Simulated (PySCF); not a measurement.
# TlN−: bond curves at several levels of theory

One job finds the state of TlN−, follows it along the bond with each method and fits the curves.

Method: Tl def2-SVPD with ECP60, N def2-SVPD, scalar-relativistic core potentials; program: PySCF 2.14.0.

8 further runs of the same task are left out: 1 that didn't finish, 7 set aside as unsound or not needed.

### Step 1. The job

A driver script around PySCF takes these settings:

```
atoms                         : Tl, N
charge                        : -1
basis                         : Tl def2-SVPD with ECP60, N def2-SVPD
Hamiltonian                   : scalar-relativistic core potentials
basis functions               : 52
electrons treated             : 29
masses in u                   : 204.9744, 14.0031
levels                        : PBE0, PBE, r²SCAN
grid                          : 80 radial by 434 angular points
occupations                   : held fixed by the projection of orbital angular momentum
dissociation limit            : Tl− + N, each in its ground configuration
starting distance in angstrom : 2.185
values of 2S to try           : 1, 3, 5
```

On the command line:

```sh
> OMP_NUM_THREADS=1 python dia.py task.json out
```

The runs that follow: The PBE0 curve of the state that the search chose; PBE (GGA); r²SCAN (meta-GGA).

**Question.** What will these runs give? Wanted: for each run, Re; ωe; De; μ.

**Answer**, as computed:

Lowest PBE0 solution found, without spin–orbit coupling: ²Π (doublet), unpaired electrons π ↑.

```csv
level,Re (Å),ωe (cm⁻¹),De (eV),μ (D)
PBE,2.154,501,3.09,-3.75
r²SCAN,2.152,473,2.41,-3.70
PBE0,2.137,473,2.35,-3.93
```

De is counted to Tl− + N in their ground configurations. A positive dipole points from Tl to N; in an ion it is taken about the centre of mass and does not tell which atom is negative. ⟨S²⟩ is off the pure value of 0.75 by over a tenth at r²SCAN 0.95, PBE0 0.95.

What this shows: The methods spread over 0.017 Å in bond length, from PBE0 to PBE. Of the levels with a De here, PBE0 gives the least (2.35 eV) and PBE the most (3.09 eV).

Spin–orbit coupling is left out, which matters for elements this heavy, above all for dissociation energies. With some functionals the highest level of the anion is positive, from self-interaction error or because the anion is truly unbound there; the finite basis then holds the extra electron, and no neutral molecule was run to test the binding. With spin–orbit coupling the term label itself may not hold.
